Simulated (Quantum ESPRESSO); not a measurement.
Runs of Quantum ESPRESSO 7.5 on NiMoIrPdW. The structure is trigonal, space group P3m1 (No. 156). The conventional cell has a = 4.117 Å, b = 4.117 Å, c = 5.446 Å, α = 90.00°, β = 90.00°, γ = 120.00°. Ni (site symmetry 3m) has 3 Mo at 2.38 Å and 3 Ir at 2.69 Å as nearest neighbours. Around Mo (site symmetry 3m) lie 3 Ni at 2.38 Å and 3 Ir at 2.70 Å and 2 Pd at 2.72 to 2.73 Å. Around Pd (site symmetry 3m) lie 3 W at 2.68 Å and 2 Mo at 2.72 to 2.73 Å and 3 Ir at 2.77 Å. Ir (site symmetry 3m) has 2 W at 2.66 to 2.78 Å and 3 Ni at 2.69 Å and 3 Mo at 2.70 Å and 3 Pd at 2.77 Å as nearest neighbours. W (site symmetry 3m) has 2 Ir at 2.66 to 2.78 Å and 3 Pd at 2.68 Å and 3 Mo at 2.81 Å and 3 Ni at 2.82 Å as nearest neighbours. The cell was built by a generator and needn't be a form met in nature.

```csv
task,level,cell,k mesh,most ionic steps,forc conv thr,etot conv thr,ion dynamics,cell dynamics,mesh quality,gap on the mesh (eV),pressure (GPa),moment (μB),largest force (eV/Å)
relaxation of cell and atoms,PBEsol,relaxed to 0.3 kbar,5 × 5 × 3,40,0.0004 Ry/bohr,1e-05 Ry,bfgs,bfgs,coarse,none,0.0,0.00,-
single point,PBE,as given,8 × 8 × 5,-,-,-,-,-,not flagged,none,(a),0.00,0.07
relaxation of cell and atoms,PBE+D3(BJ),relaxed to 0.3 kbar,5 × 5 × 3,40,0.0004 Ry/bohr,1e-05 Ry,bfgs,bfgs,coarse,none,0.0,0.00,-
single point,PBE,"atoms moved at random, drawn with an rms of 0.05 Å",8 × 8 × 5,-,-,-,-,-,not flagged,none,0.0,0.00,1.01
```

Alike in all rows: potentials or basis SSSP 1.3 efficiency PBE; spin collinear, ferromagnetic start; cutoff (eV) 816; smearing fermi-dirac 0.05 eV.

Task: Fill in the values left out.

Result: (a) -0.1.

Caveats: some runs use coarse meshes; the potentials were made for another functional, which shifts forces and pressure (some runs); pairwise dispersion overbinds metals, which lowers pressure and volume (some runs).

A k mesh can miss the band edges, and the runs leave out spin-orbit coupling on Ir, Mo, Pd, W.

A gap of «none» marks a metal or a gap under the smearing width.
